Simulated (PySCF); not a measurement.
# C3H12N2OSi: the cost of one run

The runs use PySCF 2.14.0, with density-fitted response routines of our own; the level of theory stands in each step. All values are computed, except where a source is named. Atoms are numbered from 0 throughout.

**1. The molecule as given**

19 atoms, charge 0, multiplicity 1; geometry from: GFN2-xTB.

Bonds of the start (Å): C0–N1 1.45, N1–C2 1.46, C2–Si3 1.91, Si3–N4 1.73, Si3–O5 1.62, O5–C6 1.39, C0–H7 1.09, C0–H8 1.09, C0–H9 1.10, N1–H10 1.02, C2–H11 1.09, C2–H12 1.09, Si3–H13 1.47, N4–H14 1.01, N4–H15 1.01, C6–H16 1.09, C6–H17 1.09, C6–H18 1.09.

**2. TDDFT and polarisability: CAM-B3LYP/def2-SVPD**

The job: settings as JSON, then the geometry in Å.

```
{"job": {"kind": "uv", "xc": "CAM-B3LYP", "basis": "def2-SVPD", "nstates": 8, "ntriplets": 3}, "charge": 0, "multiplicity": 1}
C      2.749550    -0.364872    -0.449841
N      2.002098    -0.777611     0.716425
C      0.936124     0.151752     1.078731
Si    -0.481610     0.301696    -0.197359
N     -0.948981    -1.180059    -0.964326
O     -1.705412     0.838678     0.723903
C     -2.990210     1.150283     0.279878
H      3.536064    -1.094059    -0.641507
H      3.213888     0.598133    -0.237354
H      2.136233    -0.255669    -1.356093
H      1.595660    -1.693777     0.546934
H      1.410448     1.119121     1.255123
H      0.543291    -0.180344     2.043250
H     -0.192417     1.198524    -1.322164
H     -0.289497    -1.683556    -1.533753
H     -1.525780    -1.829798    -0.452928
H     -2.969674     2.037081    -0.357677
H     -3.612442     1.349667     1.153260
H     -3.417135     0.324060    -0.291963
```

Method: TDDFT CAM-B3LYP/def2-SVPD, vertical, gas phase, core orbitals frozen in the response.

Command:

```sh
OMP_NUM_THREADS=1 python probes_run.py task.json out
```

The driver reads the jobs from task.json and runs them one after another.

**Question.** How long does this job take on 1 thread of Arm Neoverse V2, shared host, and how much memory does it need?

About 92 s, with a peak of 1.2 GiB.
